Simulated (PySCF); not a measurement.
**CH5FO2Si (SMILES CO[SiH](O)F): levels of theory compared**

We compute a comparison of 6 runs (HF/def2-SVP, HF/def2-SVPD, B3LYP/6-31G*, BLYP/def2-SVP, PBE0/def2-SVP, CCSD/cc-pVDZ) of CH5FO2Si. The job is set up through a Python script.

The calculation is run with PySCF 2.14.0.

**1. Starting point**

The species is CH5FO2Si (10 atoms), meant as a singlet with charge 0. SMILES: `CO[SiH](O)F`. Geometry: relaxed at PBE0-D4/def2-TZVP. This is one conformer, not always the lowest.

Bond lengths: C1–O2 1.412 Å, O2–Si3 1.623 Å, Si3–O4 1.619 Å, Si3–F5 1.595 Å, C1–H6 1.095 Å, C1–H7 1.094 Å, C1–H8 1.091 Å, Si3–H9 1.471 Å, O4–H10 0.958 Å. Some angles: C1–O2–Si3 125.5°, O2–Si3–O4 108.8°, O2–Si3–F5 107.9°, O4–Si3–F5 111.4°, O2–C1–H6 111.2°, O2–C1–H7 111.3°, O2–C1–H8 108.1°, O2–Si3–H9 114.0°, O4–Si3–H9 108.0°, F5–Si3–H9 106.8°.

**2. Energy and forces at HF/def2-SVP (run 1)**

The input, calc.py:

```python
# CO[SiH](O)F
import pyscf.grad
from pyscf import gto

mol = gto.M(
    atom=[
    ('C', (-1.550700, 0.308900, -0.318800)),
    ('O', (-0.455700, -0.500500, 0.056700)),
    ('Si', (1.106900, -0.069800, -0.026500)),
    ('O', (1.998600, -1.188900, 0.731400)),
    ('F', (1.258900, 1.360100, 0.664200)),
    ('H', (-1.539500, 0.516600, -1.393800)),
    ('H', (-1.548300, 1.258000, 0.224900)),
    ('H', (-2.467800, -0.231000, -0.080400)),
    ('H', (1.617100, 0.065000, -1.399200)),
    ('H', (1.663300, -1.569600, 1.544600)),
],
    max_memory=1860,
    spin=0,
    verbose=4,
    basis='def2-svp',
)

myscf = mol.RHF()
myscf.conv_tol = 1e-10
myscf.kernel()
if not myscf.converged:
    myscf = myscf.newton().run(myscf.mo_coeff, myscf.mo_occ)

e_tot = myscf.e_tot
print('E = %.10f Eh' % e_tot)
grad = myscf.Gradients().kernel()
myscf.analyze()
```

Command:

```bash
$ OMP_NUM_THREADS=1 python calc.py
```

The log of the run:

```text
PySCF version 2.14.0

[... 94 lines left out ...]
MO #9   energy= -4.30654802162425  occ= 2
[... 17 lines left out ...]
MO #27  energy= 0.180498384140516  occ= 0
[... 17 lines left out ...]
MO #45  energy= 0.855075155105021  occ= 0
[... 17 lines left out ...]
MO #63  energy= 1.65683068376657   occ= 0
[... 17 lines left out ...]
MO #81  energy= 2.67681429694036   occ= 0
[... 17 lines left out ...]
MO #99  energy= 4.08111513876363   occ= 0
[... 112 lines left out ...]
Dipole moment(X, Y, Z, Debye): -1.98261, -0.23934,  0.02266
```

Run time: 19 s. Hardware: 1 thread of Intel Xeon at 2.50GHz (Skylake/Cascade Lake), shared host; peak memory 0.21 GiB.

**3. Energy and gradient at HF/def2-SVPD (run 2)**

The input, job.py:

```python
from pyscf import gto

molecule = gto.M(
    atom='''
C   -1.550700   0.308900  -0.318800
O   -0.455700  -0.500500   0.056700
Si   1.106900  -0.069800  -0.026500
O    1.998600  -1.188900   0.731400
F    1.258900   1.360100   0.664200
H   -1.539500   0.516600  -1.393800
H   -1.548300   1.258000   0.224900
H   -2.467800  -0.231000  -0.080400
H    1.617100   0.065000  -1.399200
H    1.663300  -1.569600   1.544600
''',
    verbose=4,
    spin=0,
    basis='def2-svpd',
    max_memory=1860,
    charge=0,
)

mf = molecule.RHF()
mf.conv_tol = 1e-10
mf.kernel()
if not mf.converged:
    mf = mf.newton().run(mf.mo_coeff, mf.mo_occ)

energy = mf.e_tot
print(f'total energy: {energy:.8f} hartree')
grad = mf.nuc_grad_method().kernel()
mf.analyze()
```

Command:

```bash
$ OMP_NUM_THREADS=1 python job.py
```

The log of the run:

```text
PySCF version 2.14.0

[... 100 lines left out ...]
MO #13  energy= -0.939975079442633 occ= 2
[... 27 lines left out ...]
MO #41  energy= 0.272630912897019  occ= 0
[... 27 lines left out ...]
MO #69  energy= 0.592684934594506  occ= 0
[... 27 lines left out ...]
MO #97  energy= 1.21016411459217   occ= 0
[... 27 lines left out ...]
MO #125 energy= 2.27051574810883   occ= 0
[... 27 lines left out ...]
MO #153 energy= 4.27486847971076   occ= 0
[... 166 lines left out ...]
Dipole moment(X, Y, Z, Debye): -1.88196, -0.28191, -0.07033
```

Run time: 73 s. Hardware: 1 thread of Intel Xeon at 2.50GHz (Skylake/Cascade Lake), shared host; peak memory 0.64 GiB.

**4. Energy and forces at B3LYP/6-31G(d) (spherical functions) (run 3)**

The input, calc.py:

```python
# CO[SiH](O)F
from pyscf import gto, dft

system = gto.M(
    atom=[
    ('C', (-1.550700, 0.308900, -0.318800)),
    ('O', (-0.455700, -0.500500, 0.056700)),
    ('Si', (1.106900, -0.069800, -0.026500)),
    ('O', (1.998600, -1.188900, 0.731400)),
    ('F', (1.258900, 1.360100, 0.664200)),
    ('H', (-1.539500, 0.516600, -1.393800)),
    ('H', (-1.548300, 1.258000, 0.224900)),
    ('H', (-2.467800, -0.231000, -0.080400)),
    ('H', (1.617100, 0.065000, -1.399200)),
    ('H', (1.663300, -1.569600, 1.544600)),
],
    basis='6-31g*',
    max_memory=1860,
    spin=0,
    verbose=4,
    charge=0,
)

mf = dft.RKS(system, xc='b3lyp')
mf.grids.level = 5
mf.conv_tol = 1e-10
mf.kernel()
if not mf.converged:
    mf = mf.newton().run(mf.mo_coeff, mf.mo_occ)

etot = mf.e_tot
print(f'total energy: {etot:.8f} hartree')
grad = mf.nuc_grad_method().kernel()
mf.analyze()
```

Command:

```bash
$ OMP_NUM_THREADS=1 python calc.py
```

The log of the run:

```text
PySCF version 2.14.0

[... 106 lines left out ...]
MO #4   energy= -19.1482135663776  occ= 2
[... 15 lines left out ...]
MO #20  energy= -0.41633124701609  occ= 2
[... 15 lines left out ...]
MO #36  energy= 0.31985858138789   occ= 0
[... 15 lines left out ...]
MO #52  energy= 1.01561750889809   occ= 0
[... 15 lines left out ...]
MO #68  energy= 1.81906520918362   occ= 0
[... 15 lines left out ...]
MO #84  energy= 2.94008426150309   occ= 0
[... 97 lines left out ...]
Dipole moment(X, Y, Z, Debye): -1.78487, -0.23756,  0.21824
```

Wall time 70 s (1 thread of Intel Xeon at 2.50GHz (Skylake/Cascade Lake), shared host); peak memory 0.82 GiB.

Runs 4 to 5 aren't shown in full; the table further down has their settings and results.

**5. A single-point energy at CCSD/cc-pVDZ (run 6)**

The input, run.py:

```python
# CO[SiH](O)F
from pyscf import gto, cc

mol = gto.Mole()
mol.atom = [
    ('C', (-1.550700, 0.308900, -0.318800)),
    ('O', (-0.455700, -0.500500, 0.056700)),
    ('Si', (1.106900, -0.069800, -0.026500)),
    ('O', (1.998600, -1.188900, 0.731400)),
    ('F', (1.258900, 1.360100, 0.664200)),
    ('H', (-1.539500, 0.516600, -1.393800)),
    ('H', (-1.548300, 1.258000, 0.224900)),
    ('H', (-2.467800, -0.231000, -0.080400)),
    ('H', (1.617100, 0.065000, -1.399200)),
    ('H', (1.663300, -1.569600, 1.544600)),
]
mol.max_memory = 1860
mol.verbose = 4
mol.charge = 0
mol.basis = 'cc-pvdz'
mol.build()

mf = mol.RHF()
mf.conv_tol = 1e-10
mf.kernel()
if not mf.converged:
    mf = mf.newton().run(mf.mo_coeff, mf.mo_occ)

mycc = cc.CCSD(mf, frozen=9)
mycc.kernel()
e_final = mycc.e_tot
print('Final energy', e_final)
dip = mf.dip_moment()
pop, q = mf.mulliken_pop()
```

Command:

```bash
$ OMP_NUM_THREADS=1 python run.py
```

The log of the run:

```text
PySCF version 2.14.0

[... 64 lines left out ...]
converged SCF energy = -579.027137342024
[... 12 lines left out ...]
Init t2, MP2 energy = -579.820064960095  E_corr(MP2) -0.792927618070935
[... 10 lines left out ...]
CCSD converged
[... 1 line left out ...]
Final energy -579.854461340464
Dipole moment(X, Y, Z, Debye): -1.90573, -0.34687, -0.03170
[... 110 lines left out ...]
charge of    9H =      0.20114
```

Wall time 39 s (1 thread of Intel Xeon at 2.50GHz (Skylake/Cascade Lake), shared host); peak memory 0.69 GiB.

**6. The series**

| run | level | integration grid | task | energy (Eh) | dipole moment (D) of the reference | HOMO energy (eV) | LUMO energy (eV) | wall time |
| --- | --- | --- | --- | --- | --- | --- | --- | --- |
| 1 | HF/def2-SVP | – | gradient | -578.707856 | 2.00 | -12.77 | 4.84 | 19 s |
| 2 | HF/def2-SVPD | – | gradient | -578.733275 | 1.90 | -12.85 | 2.25 | 73 s |
| 3 | B3LYP/6-31G* (spherical functions) | 5 | gradient | -581.027032 | 1.81 | -8.18 | 1.32 | 70 s |
| 4 | BLYP/def2-SVP | 5 | gradient | -580.647830 | 1.71 | -6.74 | 0.56 | 76 s |
| 5 | PBE0/def2-SVP | 5 | gradient | -580.293034 | 1.81 | -8.58 | 1.58 | 87 s |
| 6 | CCSD/cc-pVDZ | – | energy | -579.854461 | 1.94 | -12.66 | 4.90 | 39 s |

**7. Outcome**

| quantity | value |
| --- | --- |
| run 6: total energy | -579.85446 Eh |
| run 6: dipole moment (Hartree–Fock density) | 1.94 D |
| run 6: HOMO energy (Hartree–Fock orbitals) | -12.66 eV |
| run 6: LUMO energy (Hartree–Fock orbitals) | 4.90 eV |
| run 6: HOMO–LUMO gap (Hartree–Fock orbitals) | 17.56 eV |
| run 6: correlation energy (9 core orbitals frozen) | -827.3 mEh |
| run 6: T1 diagnostic | 0.011 |

What this shows: Over runs 1, 2, 3, 4, 5 the dipole moment (its size) runs from 1.71 D (BLYP/def2-SVP) to 2.00 D (HF/def2-SVP). Over runs 1, 2, 3, 4, 5 the HOMO–LUMO gap runs from 7.29 eV (BLYP/def2-SVP) to 17.61 eV (HF/def2-SVP). Exact exchange widens orbital gaps. Totals of different functionals can't be ranked against each other. All runs together took 6.1 min, the longest 87 s.
